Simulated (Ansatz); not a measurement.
The system is CdInS2.

```
In Cd S
1.0
     3.86950    0.00000    0.00000
    -1.93475    3.35108    0.00000
     0.00000    0.00000    6.81053
In Cd S
1 1 2
Direct
  0.00000 0.00000 0.50000
  0.00000 0.00000 0.00000
  0.33333 0.66667 0.24495
  0.66667 0.33333 0.75505
```

The cell comes from a database or a generator and needn't be the stable form of this composition.

- Program: Ansatz 0.2.0
- Task: single point
- Functional: PBE
- Potentials or basis: Ansatz PAW
- Cutoff: 420 eV (not typed: the program's choice for these potentials)
- k mesh: 8 × 8 × 4
- Occupations: fermi-dirac, width 0.05 eV
- Spin: no spin polarisation

On this cell: pressure -0.1 GPa; largest force 0.051 eV/Å; band gap on the k mesh none (metal or under the smearing width).

The same run follows on a disturbed copy (atoms moved at random, drawn with an rms of 0.05 Å):

```xyz
4
Lattice="3.8695 0.0000 0.0000 -1.9347 3.3511 0.0000 0.0000 0.0000 6.8105" Properties=species:S:1:pos:R:3 pbc="T T T"
In    0.0223    0.0324    3.4161
Cd   -0.0109   -0.0030   -0.0017
S     0.0068    2.3092    1.6699
S     1.9696    1.1164    5.1286
```

What does the disturbed cell give?

The energy (extrapolated to zero smearing) moves by +1.6 meV/atom; pressure 0.0 GPa; largest force 0.120 eV/Å; band gap on the k mesh none (metal or under the smearing width).

Forces on the atoms (eV/Å):
```
In   0.007  0.013 -0.101
Cd   0.048  0.048  0.056
S   -0.010 -0.098 -0.060
S   -0.045  0.037  0.105
```

Stress tensor (GPa, compression positive):
```
-0.07 -0.01 -0.10
-0.01 -0.16  0.18
-0.10  0.18  0.09
```
